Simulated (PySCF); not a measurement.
**C₆H₈OSi: runs on many settings**

Which settings matter for C₆H₈OSi (`[SiH3]OC=C1C=CC=C1`), and how do bad ones show?

The runs use PySCF 2.14.0, with density-fitted response routines of our own; the level of theory stands in each step. All values are computed, except where a source is named. Atoms count from 0, in the outputs and in this text.

## 1. Starting geometry

16 atoms, charge 0, multiplicity 1; geometry from: GFN2-xTB.

Bonds of the start (Å): Si0–O1 1.64, O1–C2 1.32, C2–C3 1.35, C3–C4 1.46, C4–C5 1.35, C5–C6 1.45, C6–C7 1.35, C7–C3 1.45, Si0–H8 1.46, Si0–H9 1.46, Si0–H10 1.46, C2–H11 1.09, C4–H12 1.07, C5–H13 1.07, C6–H14 1.08, C7–H15 1.07.

## 2. Spin-spin couplings: PBE0/cc-pCVDZ

Job settings and geometry (Å):

```
{"job": {"kind": "j", "xc": "PBE0", "basis": "cc-pCVDZ", "scf": {"max_cycle": 3}}, "charge": 0, "multiplicity": 1}
Si     2.816162    -0.411269    -0.159625
O      1.842583     0.679100    -0.892618
C      0.559216     0.996765    -0.933945
C     -0.473314     0.433807    -0.278380
C     -1.853236     0.880179    -0.413771
C     -2.624664     0.106037     0.374116
C     -1.782851    -0.860984     1.045006
C     -0.503237    -0.673815     0.661814
H      2.436064    -1.769888    -0.541876
H      4.082563     0.011733    -0.738309
H      2.764681    -0.247596     1.291976
H      0.368318     1.833173    -1.603519
H     -2.161045     1.691973    -1.045101
H     -3.689705     0.171427     0.503607
H     -2.145261    -1.600517     1.736391
H      0.356126    -1.231180     0.982823
```

With the program's defaults for keys left out, this is: PBE0/cc-pCVDZ.

Command:

```sh
> OMP_NUM_THREADS=1 python probes_run.py task.json out
```

This one command runs all jobs of the session in turn.

Standard output:

```text
KeyError: 'Element h (Z=1) not found in basis cc-pCVDZ version 0'
```

Run time: 0.03 s. Hardware: 1 thread of Arm Neoverse V1, shared host.

**What went wrong.** The basis cc-pCVDZ has no functions for an element of the molecule, so the input was refused before any integral. The remedy is to choose a basis that covers all elements.

## 3. Ultraviolet spectrum: B97-2/def2-SVPD

The job, as its differences from that of step 2:

```diff
@@ -1,2 +1,2 @@
-{"job": {"kind": "j", "xc": "PBE0", "basis": "cc-pCVDZ", "scf": {"max_cycle": 3}}, "charge": 0, "multiplicity": 1}
+{"job": {"kind": "uv", "xc": "B97-2", "basis": "def2-SVPD", "nstates": 6, "ntriplets": 0, "tda": true, "scf": {"diis": false, "max_cycle": 63}}, "charge": 0, "multiplicity": 1}
 Si     2.816162    -0.411269    -0.159625
```

Level: TDA B97-2/def2-SVPD, vertical, gas phase, core orbitals frozen in the response.

Standard output:

```text
final grid: 133360 points
cycle   1  E = -597.6423149068  dE =  1.300e+00  |g| = 6.650e-01  |ddm| = 9.438e+00
cycle   2  E = -597.5156067802  dE =  1.267e-01  |g| = 1.009e+00  |ddm| = 2.951e+00
cycle   3  E = -597.1749232079  dE =  3.407e-01  |g| = 1.557e+00  |ddm| = 4.354e+00
cycle   4  E = -595.6521263651  dE =  1.523e+00  |g| = 2.847e+00  |ddm| = 8.194e+00
cycle   5  E = -581.9138147237  dE =  1.374e+01  |g| = 6.031e+00  |ddm| = 3.173e+01
cycle   6  E = -509.2980118112  dE =  7.262e+01  |g| = 1.395e+01  |ddm| = 3.156e+02
cycle   7  E = -373.4804353886  dE =  1.358e+02  |g| = 1.917e+01  |ddm| = 8.003e+02
cycle   8  E = -280.5357711643  dE =  9.294e+01  |g| = 2.301e+01  |ddm| = 7.749e+02
cycle   9  E = -69.3784837525  dE =  2.112e+02  |g| = 2.147e+01  |ddm| = 7.770e+02
cycle  10  E = -156.6256403605  dE = -8.725e+01  |g| = 1.618e+01  |ddm| = 8.303e+02
[... 43 cycles left out ...]
cycle  54  E = -154.1886802085  dE = -6.363e+01  |g| = 1.706e+01  |ddm| = 6.344e+02
cycle  55  E = -90.5571126719  dE =  6.363e+01  |g| = 2.040e+01  |ddm| = 6.344e+02
cycle  56  E = -154.1886802085  dE = -6.363e+01  |g| = 1.706e+01  |ddm| = 6.344e+02
cycle  57  E = -90.5571126719  dE =  6.363e+01  |g| = 2.040e+01  |ddm| = 6.344e+02
cycle  58  E = -154.1886802085  dE = -6.363e+01  |g| = 1.706e+01  |ddm| = 6.344e+02
cycle  59  E = -90.5571126719  dE =  6.363e+01  |g| = 2.040e+01  |ddm| = 6.344e+02
cycle  60  E = -154.1886802085  dE = -6.363e+01  |g| = 1.706e+01  |ddm| = 6.344e+02
cycle  61  E = -90.5571126719  dE =  6.363e+01  |g| = 2.040e+01  |ddm| = 6.344e+02
cycle  62  E = -154.1886802085  dE = -6.363e+01  |g| = 1.706e+01  |ddm| = 6.344e+02
cycle  63  E = -90.5571126719  dE =  6.363e+01  |g| = 2.040e+01  |ddm| = 6.344e+02
SCF not converged, last energy = -90.5571126719
```

Wall time 94 s (1 thread of Arm Neoverse V1, shared host); peak memory 0.8 GiB.

**What went wrong.** The SCF swings between two densities 63.63 Eh apart: plain iteration without DIIS overshoots. Cure: turn DIIS on. Numbers printed on the way are no properties of the molecule.

## 4. Ultraviolet spectrum: wB97X/pcSseg-0

The job, as its differences from that of step 3:

```diff
@@ -1,2 +1,2 @@
-{"job": {"kind": "uv", "xc": "B97-2", "basis": "def2-SVPD", "nstates": 6, "ntriplets": 0, "tda": true, "scf": {"diis": false, "max_cycle": 63}}, "charge": 0, "multiplicity": 1}
+{"job": {"kind": "uv", "xc": "wB97X", "basis": "pcSseg-0", "nstates": 6, "ntriplets": 5, "tda": true, "scf": {"level_shift": 2.0, "max_cycle": 92}}, "charge": 0, "multiplicity": 1}
 Si     2.816162    -0.411269    -0.159625
```

With the program's defaults for keys left out, this is: TDA wB97X/pcSseg-0, vertical, gas phase, core orbitals frozen in the response.

Standard output:

```text
final grid: 133360 points
cycle   1  E = -596.7100872053  dE =  1.998e+00  |g| = 1.009e+00  |ddm| = 4.038e+00
cycle   2  E = -596.9096698566  dE = -1.996e-01  |g| = 4.811e-01  |ddm| = 5.824e-01
cycle   3  E = -596.9641987638  dE = -5.453e-02  |g| = 3.156e-01  |ddm| = 3.174e-01
cycle   4  E = -596.9896311503  dE = -2.543e-02  |g| = 2.026e-01  |ddm| = 2.500e-01
cycle   5  E = -597.0015255064  dE = -1.189e-02  |g| = 1.318e-01  |ddm| = 1.946e-01
cycle   6  E = -597.0067616576  dE = -5.236e-03  |g| = 9.076e-02  |ddm| = 1.436e-01
cycle   7  E = -597.0093966160  dE = -2.635e-03  |g| = 6.388e-02  |ddm| = 1.089e-01
cycle   8  E = -597.0107479103  dE = -1.351e-03  |g| = 4.576e-02  |ddm| = 7.921e-02
cycle   9  E = -597.0114620195  dE = -7.141e-04  |g| = 3.407e-02  |ddm| = 5.682e-02
cycle  10  E = -597.0118598861  dE = -3.979e-04  |g| = 2.579e-02  |ddm| = 4.078e-02
cycle  11  E = -597.0120898883  dE = -2.300e-04  |g| = 1.965e-02  |ddm| = 2.978e-02
cycle  12  E = -597.0122252532  dE = -1.354e-04  |g| = 1.540e-02  |ddm| = 2.196e-02
cycle  13  E = -597.0123087068  dE = -8.345e-05  |g| = 1.220e-02  |ddm| = 1.657e-02
cycle  14  E = -597.0123615915  dE = -5.288e-05  |g| = 9.720e-03  |ddm| = 1.256e-02
cycle  15  E = -597.0123954215  dE = -3.383e-05  |g| = 7.938e-03  |ddm| = 9.836e-03
cycle  16  E = -597.0124171930  dE = -2.177e-05  |g| = 6.511e-03  |ddm| = 7.398e-03
cycle  17  E = -597.0124317835  dE = -1.459e-05  |g| = 5.434e-03  |ddm| = 6.074e-03
cycle  18  E = -597.0124416233  dE = -9.840e-06  |g| = 4.557e-03  |ddm| = 4.770e-03
cycle  19  E = -597.0124482440  dE = -6.621e-06  |g| = 3.857e-03  |ddm| = 3.781e-03
cycle  20  E = -597.0124527943  dE = -4.550e-06  |g| = 3.280e-03  |ddm| = 2.948e-03
cycle  21  E = -597.0124560336  dE = -3.239e-06  |g| = 2.813e-03  |ddm| = 2.536e-03
cycle  22  E = -597.0124582969  dE = -2.263e-06  |g| = 2.410e-03  |ddm| = 2.011e-03
cycle  23  E = -597.0124598651  dE = -1.568e-06  |g| = 2.089e-03  |ddm| = 1.627e-03
cycle  24  E = -597.0124609790  dE = -1.114e-06  |g| = 1.817e-03  |ddm| = 1.332e-03
cycle  25  E = -597.0124617804  dE = -8.014e-07  |g| = 1.584e-03  |ddm| = 1.104e-03
cycle  26  E = -597.0124623628  dE = -5.824e-07  |g| = 1.379e-03  |ddm| = 9.221e-04
cycle  27  E = -597.0124627825  dE = -4.197e-07  |g| = 1.200e-03  |ddm| = 7.588e-04
cycle  28  E = -597.0124630861  dE = -3.036e-07  |g| = 1.039e-03  |ddm| = 6.214e-04
cycle  29  E = -597.0124633080  dE = -2.219e-07  |g| = 8.973e-04  |ddm| = 5.190e-04
cycle  30  E = -597.0124634716  dE = -1.636e-07  |g| = 7.666e-04  |ddm| = 4.336e-04
cycle  31  E = -597.0124635885  dE = -1.169e-07  |g| = 6.573e-04  |ddm| = 3.594e-04
cycle  32  E = -597.0124636719  dE = -8.339e-08  |g| = 5.617e-04  |ddm| = 2.927e-04
cycle  33  E = -597.0124637319  dE = -6.003e-08  |g| = 4.772e-04  |ddm| = 2.398e-04
cycle  34  E = -597.0124637751  dE = -4.317e-08  |g| = 4.051e-04  |ddm| = 1.994e-04
cycle  35  E = -597.0124638060  dE = -3.097e-08  |g| = 3.448e-04  |ddm| = 1.666e-04
cycle  36  E = -597.0124638284  dE = -2.233e-08  |g| = 2.950e-04  |ddm| = 1.414e-04
cycle  37  E = -597.0124638446  dE = -1.623e-08  |g| = 2.533e-04  |ddm| = 1.211e-04
cycle  38  E = -597.0124638564  dE = -1.183e-08  |g| = 2.190e-04  |ddm| = 1.051e-04
cycle  39  E = -597.0124638651  dE = -8.669e-09  |g| = 1.891e-04  |ddm| = 8.917e-05
cycle  40  E = -597.0124638715  dE = -6.368e-09  |g| = 1.630e-04  |ddm| = 7.673e-05
cycle  41  E = -597.0124638761  dE = -4.654e-09  |g| = 1.404e-04  |ddm| = 6.457e-05
cycle  42  E = -597.0124638795  dE = -3.401e-09  |g| = 1.199e-04  |ddm| = 5.331e-05
cycle  43  E = -597.0124638820  dE = -2.480e-09  |g| = 1.021e-04  |ddm| = 4.480e-05
cycle  44  E = -597.0124638838  dE = -1.781e-09  |g| = 8.681e-05  |ddm| = 3.718e-05
cycle  45  E = -597.0124638851  dE = -1.287e-09  |g| = 7.377e-05  |ddm| = 3.126e-05
cycle  46  E = -597.0124638860  dE = -9.312e-10  |g| = 6.268e-05  |ddm| = 2.642e-05
cycle  47  E = -597.0124638867  dE = -6.663e-10  |g| = 5.348e-05  |ddm| = 2.248e-05
cycle  48  E = -597.0124638872  dE = -4.866e-10  |g| = 4.564e-05  |ddm| = 1.906e-05
cycle  49  E = -597.0124638875  dE = -3.495e-10  |g| = 3.899e-05  |ddm| = 1.630e-05
cycle  50  E = -597.0124638878  dE = -2.573e-10  |g| = 3.339e-05  |ddm| = 1.399e-05
cycle  51  E = -597.0124638879  dE = -1.828e-10  |g| = 2.858e-05  |ddm| = 1.190e-05
level shift removed, Fock matrix diagonalised once more
converged SCF energy = -597.0124638879

Static polarisability (au): isotropic 82.837, principal 46.073 74.803 127.635

Singlet excitations
state   eV       nm        f      main configurations
  1   4.4241    280.2   0.03548   H->L 0.98
  2   5.6089    221.0   0.70969   H-1->L 0.90
  3   6.7717    183.1   0.00007   H-2->L 0.85
  4   6.9692    177.9   0.00154   H-1->L+1 0.90
  5   7.4281    166.9   0.00093   H-4->L 0.86
  6   7.4793    165.8   0.00001   H->L+1 0.93

Triplet excitations (Tamm-Dancoff, eV): 2.8406 3.0879 5.8295 6.5141 6.8008
```

Wall time 27 s (1 thread of Arm Neoverse V1, shared host); peak memory 0.57 GiB.

Despite a large level shift, the SCF converged in 51 cycles.

Frontier orbitals and where they lie:

```
orbital      eV                       atoms
 HOMO−3  -12.50  O1 21 %, H8 16 %, H10 15 %
 HOMO−2  -11.62   O1 52 %, H9 12 %, Si0 7 %
 HOMO−1   -8.88   C3 29 %, C6 18 %, C5 17 %
   HOMO   -8.50   C7 35 %, C4 34 %, C5 17 %
   LUMO    0.58   C2 36 %, C4 14 %, C7 14 %
 LUMO+1    2.38   Si0 72 %, O1 12 %, H9 7 %
 LUMO+2    4.17  Si0 46 %, H9 18 %, H8 12 %
```

With each of the 6 states as a Gaussian band of 0.4 eV half-width at 1/e, the curve within the window shown has maxima at 280 nm (ε 1,400), 221 nm (ε 29,000) L/(mol cm). Beyond the last state computed it falls off for lack of states. The curve at chosen wavelengths:

nm, ε (L/mol/cm) and a bar:
```
      159         19 
      166         53 
      172         73 
      179         71 
      185         62 
      192        377 
      198       2206 ##
      205       9145 ##########
      211      19038 ####################
      218      27902 ##############################
      225      26727 #############################
      231      19427 #####################
      238      10200 ###########
      244       4892 #####
      251       1928 ##
      257       1119 #
      264       1071 #
      271       1294 #
      277       1427 ##
      284       1402 #
      290       1238 #
      297        957 #
      303        706 #
      310        454 
      316        291 
      323        163
```

Further results of this job:

```
           property  computed
  dipole moment (D)      1.76
polarisability (Å³)     12.28
 HOMO–LUMO gap (eV)      9.08
      −ε(HOMO) (eV)      8.50
```

## 5. Shielding tensors: KT2/STO-3G

The job, as its differences from that of step 4:

```diff
@@ -1,2 +1,2 @@
-{"job": {"kind": "uv", "xc": "wB97X", "basis": "pcSseg-0", "nstates": 6, "ntriplets": 5, "tda": true, "scf": {"level_shift": 2.0, "max_cycle": 92}}, "charge": 0, "multiplicity": 1}
+{"job": {"kind": "nmr", "xc": "KT2", "basis": "STO-3G", "pop": false, "scf": {"guess": "atom"}}, "charge": 0, "multiplicity": 1}
 Si     2.816162    -0.411269    -0.159625
```

Method: GIAO KT2/STO-3G NMR shielding, non-relativistic, gas phase.

Standard output:

```text
final grid: 133360 points
cycle   1  E = -598.6435613928  dE = -5.159e-02  |g| = 4.378e-01  |ddm| = 6.042e+00
cycle   2  E = -598.4175150232  dE =  2.260e-01  |g| = 8.509e-01  |ddm| = 2.027e+00
cycle   3  E = -598.6802811744  dE = -2.628e-01  |g| = 3.347e-01  |ddm| = 1.733e+00
cycle   4  E = -598.7195213844  dE = -3.924e-02  |g| = 6.644e-02  |ddm| = 5.552e-01
cycle   5  E = -598.7207642926  dE = -1.243e-03  |g| = 2.328e-02  |ddm| = 1.161e-01
cycle   6  E = -598.7209190051  dE = -1.547e-04  |g| = 8.272e-03  |ddm| = 3.589e-02
cycle   7  E = -598.7209412423  dE = -2.224e-05  |g| = 1.091e-03  |ddm| = 1.187e-02
cycle   8  E = -598.7209415729  dE = -3.306e-07  |g| = 4.170e-04  |ddm| = 1.928e-03
cycle   9  E = -598.7209416268  dE = -5.389e-08  |g| = 1.371e-04  |ddm| = 7.156e-04
cycle  10  E = -598.7209416331  dE = -6.323e-09  |g| = 2.055e-05  |ddm| = 2.249e-04
cycle  11  E = -598.7209416332  dE = -1.074e-10  |g| = 1.095e-05  |ddm| = 4.508e-05
converged SCF energy = -598.7209416332

GIAO shielding tensors (ppm)
atom      isotropic    diamagn.    paramagn.     s11        s22        s33       span
  0 Si     561.422     868.503    -307.082    516.273    521.879    646.114    129.841
  1 O      294.755     372.609     -77.853     52.649    338.554    493.063    440.414
  2 C      117.700     255.316    -137.616     60.740    128.821    163.540    102.800
  3 C      130.590     256.747    -126.157     77.026    122.470    192.274    115.248
  4 C      133.996     258.057    -124.062     74.416    133.547    194.025    119.609
  5 C      131.806     259.322    -127.516     70.799    128.898    195.721    124.922
  6 C      129.567     258.588    -129.021     66.643    128.421    193.637    126.994
  7 C      140.800     257.725    -116.925     75.618    144.051    202.731    127.113
  8 H       29.613      32.010      -2.396     26.032     27.756     35.052      9.020
  9 H       29.580      29.992      -0.413     24.917     27.728     36.095     11.178
 10 H       29.603      32.005      -2.402     26.012     27.760     35.036      9.024
 11 H       26.257      31.295      -5.038     22.202     27.043     29.527      7.324
 12 H       27.798      32.308      -4.510     25.303     28.218     29.872      4.569
 13 H       27.708      30.698      -2.990     25.484     26.912     30.728      5.244
 14 H       27.633      32.078      -4.445     25.368     26.812     30.719      5.351
 15 H       28.220      36.695      -8.474     24.850     27.649     32.163      7.313
```

Wall time 8.6 s (1 thread of Arm Neoverse V1, shared host); peak memory 0.49 GiB.

Shifts follow as δ = σ(reference) − σ, with reference shieldings (ppm) from runs at the same level and on the same kind of geometry: 1H TMS 33.02, 13C TMS 231.0, 29Si TMS 503.6, 17O H2O 330.6. The references are single molecules in the gas phase, so shifts against H2O, NH3, PH3, H3PO4 or CFCl3 are not on the usual liquid scales and can be off by tens of ppm. Atoms listed in one row are averaged.

```
      atoms                                    environment  σ (ppm)  δ (ppm)
         C2                   alkene carbon bearing oxygen    117.7    113.3
         C6                                      alkene CH    129.6    101.4
         C3  β carbon of an enol-ether or enamine type C=C    130.6    100.4
         C5                                      alkene CH    131.8     99.2
         C4                                      alkene CH    134.0     97.0
         C7                                      alkene CH    140.8     90.2
        H11    hydrogen on an alkene carbon bearing oxygen    26.26     6.77
        H14                       hydrogen on an alkene CH    27.63     5.39
        H13                       hydrogen on an alkene CH    27.71     5.32
        H12                       hydrogen on an alkene CH    27.80     5.23
        H15                       hydrogen on an alkene CH    28.22     4.80
H8, H9, H10              hydrogen on a silicon bonded to O    29.60     3.42
        Si0                       silicon bonded to O, 3 H    561.4    -57.8
         O1                         oxygen bonded to C, Si    294.8     35.9
```

Ring of atoms C3, C4, C5, C6, C7: NICS(0) -3.0, NICS(1) -4.3, NICS(1)zz -5.7 ppm (means of both faces).

## 6. Shielding tensors: KT3/MINI

The job, as its differences from that of step 5:

```diff
@@ -1,2 +1,2 @@
-{"job": {"kind": "nmr", "xc": "KT2", "basis": "STO-3G", "pop": false, "scf": {"guess": "atom"}}, "charge": 0, "multiplicity": 1}
+{"job": {"kind": "nmr", "xc": "KT3", "basis": "MINI", "pop": false, "scf": {"level_shift": 2.0, "aux": "cc-pvdz-ri", "max_cycle": 77}}, "charge": 0, "multiplicity": 1}
 Si     2.816162    -0.411269    -0.159625
```

With the program's defaults for keys left out, this is: GIAO KT3/MINI NMR shielding, non-relativistic, gas phase.

Standard output:

```text
final grid: 133360 points
cycle   1  E = -600.9803322460  dE =  1.456e+00  |g| = 6.650e-01  |ddm| = 6.343e+00
cycle   2  E = -601.0880262075  dE = -1.077e-01  |g| = 3.315e-01  |ddm| = 5.654e-01
cycle   3  E = -601.1152537067  dE = -2.723e-02  |g| = 2.322e-01  |ddm| = 2.478e-01
cycle   4  E = -601.1286401505  dE = -1.339e-02  |g| = 1.670e-01  |ddm| = 1.702e-01
cycle   5  E = -601.1352369872  dE = -6.597e-03  |g| = 1.283e-01  |ddm| = 1.180e-01
cycle   6  E = -601.1390159255  dE = -3.779e-03  |g| = 1.003e-01  |ddm| = 8.687e-02
cycle   7  E = -601.1413046052  dE = -2.289e-03  |g| = 7.905e-02  |ddm| = 6.510e-02
cycle   8  E = -601.1425915021  dE = -1.287e-03  |g| = 6.600e-02  |ddm| = 4.873e-02
cycle   9  E = -601.1434438206  dE = -8.523e-04  |g| = 5.573e-02  |ddm| = 3.832e-02
cycle  10  E = -601.1440177662  dE = -5.739e-04  |g| = 4.772e-02  |ddm| = 3.008e-02
[... 57 cycles left out ...]
cycle  68  E = -601.1455681700  dE = -1.247e-09  |g| = 9.563e-05  |ddm| = 2.725e-05
cycle  69  E = -601.1455681710  dE = -1.022e-09  |g| = 8.874e-05  |ddm| = 2.456e-05
cycle  70  E = -601.1455681718  dE = -8.266e-10  |g| = 8.292e-05  |ddm| = 2.235e-05
cycle  71  E = -601.1455681725  dE = -7.170e-10  |g| = 7.739e-05  |ddm| = 2.045e-05
cycle  72  E = -601.1455681732  dE = -6.942e-10  |g| = 7.097e-05  |ddm| = 1.956e-05
cycle  73  E = -601.1455681738  dE = -5.457e-10  |g| = 6.593e-05  |ddm| = 1.754e-05
cycle  74  E = -601.1455681742  dE = -4.521e-10  |g| = 6.154e-05  |ddm| = 1.610e-05
cycle  75  E = -601.1455681746  dE = -3.885e-10  |g| = 5.738e-05  |ddm| = 1.489e-05
cycle  76  E = -601.1455681750  dE = -3.445e-10  |g| = 5.342e-05  |ddm| = 1.368e-05
cycle  77  E = -601.1455681752  dE = -2.814e-10  |g| = 4.991e-05  |ddm| = 1.252e-05
SCF not converged, last energy = -601.1455681752
```

Run time: 28 s. Hardware: 1 thread of Arm Neoverse V1, shared host; peak memory 0.5 GiB.

**What went wrong.** The energy still falls at cycle 77 (gradient 5.0e-05): so large a level shift slows each step until the cap is reached. The remedy is to lower it to 0.1 to 0.3, or drop it. Numbers printed on the way are no properties of the molecule.

## 7. What came out

```
                                                           quantity                                            value
                                    lowest singlet (wB97X/pcSseg-0)                      4.42 eV (280 nm), f = 0.035
                           brightest single state of those computed                      state 2, 5.61 eV, f = 0.710
                                                     lowest triplet                                          2.84 eV
                                13C shifts against TMS (KT2/STO-3G)        113.3, 101.4, 100.4, 99.2, 97.0, 90.2 ppm
1H shifts against TMS (KT2/STO-3G, means over atoms taken as alike)           6.77, 5.39, 5.32, 5.23, 4.80, 3.42 ppm
                               29Si shifts against TMS (KT2/STO-3G)                                        -57.8 ppm
                                17O shifts against H2O (KT2/STO-3G)                                         35.9 ppm
                                      property runs in this session  5, of which 3 failed and 1 gave unsound results
```

**Reading.** Single values in the summary come from the first run of each kind that ended normally (KT2/STO-3G; wB97X/pcSseg-0), which need not be the best level. A minimal basis gives no usable values, so read them as a test of settings alone. The lowest singlet, at 4.42 eV, is HOMO→LUMO 0.98 and is weak; of the 6 states computed, the strongest absorption comes from state 2 at 5.61 eV. The lowest triplet lies 1.58 eV below the lowest singlet. At KT2/STO-3G: The largest span, 440 ppm, is at O1, where the paramagnetic term is -78 ppm.
